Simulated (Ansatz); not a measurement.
# InSe: the cost of one run

Program: Ansatz 0.2.0. Level of theory: DFT LDA, scalar-relativistic, plane waves, PAW, and further levels as typed in the inputs. These are calculated values, not measurements.

**1. The structure to begin with**

It takes space group P3m1 (No. 156, trigonal). The conventional cell has a = 4.000 Å, b = 4.000 Å, c = 48.340 Å, α = 90.00°, β = 90.00°, γ = 120.00°. Around Se (site symmetry 3m) lie 3 In at 2.65 Å. Around In (site symmetry 3m) lie 3 Se at 2.65 Å and 1 In at 2.79 Å. Only part of the 16 independent sites is listed.

Coordinates:

```cif
data_structure
_symmetry_space_group_name_H-M 'P 1'
_symmetry_Int_Tables_number 1
_cell_length_a 4.0000
_cell_length_b 4.0000
_cell_length_c 48.3400
_cell_angle_alpha 90.000
_cell_angle_beta 90.000
_cell_angle_gamma 120.000
_cell_volume 669.82
loop_
_atom_site_label
_atom_site_type_symbol
_atom_site_fract_x
_atom_site_fract_y
_atom_site_fract_z
_atom_site_occupancy
Se1 Se 0.33333 0.66667 0.18618 1
In1 In 0.00000 0.00000 0.21297 1
In2 In 0.00000 0.00000 0.27069 1
Se2 Se 0.33333 0.66667 0.29748 1
Se3 Se 0.00000 0.00000 0.35830 1
In3 In 0.66667 0.33333 0.38508 1
In4 In 0.66667 0.33333 0.44280 1
Se4 Se 0.00000 0.00000 0.46959 1
Se5 Se 0.66667 0.33333 0.53041 1
In5 In 0.33333 0.66667 0.55720 1
In6 In 0.33333 0.66667 0.61492 1
Se6 Se 0.66667 0.33333 0.64170 1
Se7 Se 0.33333 0.66667 0.70252 1
In7 In 0.00000 0.00000 0.72931 1
In8 In 0.00000 0.00000 0.78703 1
Se8 Se 0.33333 0.66667 0.81382 1
```

**2. Relaxing the atoms: In8Se8 sheet, no spin**

The input, input.yaml:

```yaml
crystal:
  lattice:
    - [4.0, 0.0, 0.0]
    - [-2.0, 3.4641016151, 0.0]
    - [0.0, 0.0, 48.34]
  atoms:
    - { symbol: Se, position: [0.3333333333, 0.6666666667, 0.1861812164] }
    - { symbol: In, position: [0.0, 0.0, 0.2129706247] }
    - { symbol: In, position: [0.0, 0.0, 0.2706868018] }
    - { symbol: Se, position: [0.3333333333, 0.6666666667, 0.2974762102] }
    - { symbol: Se, position: [0.0, 0.0, 0.3582954075] }
    - { symbol: In, position: [0.6666666667, 0.3333333333, 0.3850848159] }
    - { symbol: In, position: [0.6666666667, 0.3333333333, 0.442800993] }
    - { symbol: Se, position: [0.0, 0.0, 0.4695904013] }
    - { symbol: Se, position: [0.6666666667, 0.3333333333, 0.5304095987] }
    - { symbol: In, position: [0.3333333333, 0.6666666667, 0.557199007] }
    - { symbol: In, position: [0.3333333333, 0.6666666667, 0.6149151841] }
    - { symbol: Se, position: [0.6666666667, 0.3333333333, 0.6417045925] }
    - { symbol: Se, position: [0.3333333333, 0.6666666667, 0.7025237898] }
    - { symbol: In, position: [0.0, 0.0, 0.7293131982] }
    - { symbol: In, position: [0.0, 0.0, 0.7870293753] }
    - { symbol: Se, position: [0.3333333333, 0.6666666667, 0.8138187836] }
  periodic: [true, true, false]
scf:
  occupations: { method: gaussian, width: 0.02 }
  n_extra_bands: 6
output:
  forces: true
  stress: false
  write_density: true
  write_potential: true
  elf: true
  volumetric_format: npy
kpoints:
  mp_grid: { grid: [9, 9, 1] }
hamiltonian:
  xc: lda
relax:
  f_tol: 0.005
  max_steps: 100
```

Started as:

```bash
> ansatz run input.yaml --threads 8 --pin off --max-ram 24576MiB --backend cpu --events-out ev --progress --plain --runs-dir out
```

**Question.** How long does this run take on 8 threads of Intel Xeon Platinum 8488C (Sapphire Rapids), shared host, and how much memory does it need?

About 4.8 min, with a peak of 5.8 GiB.
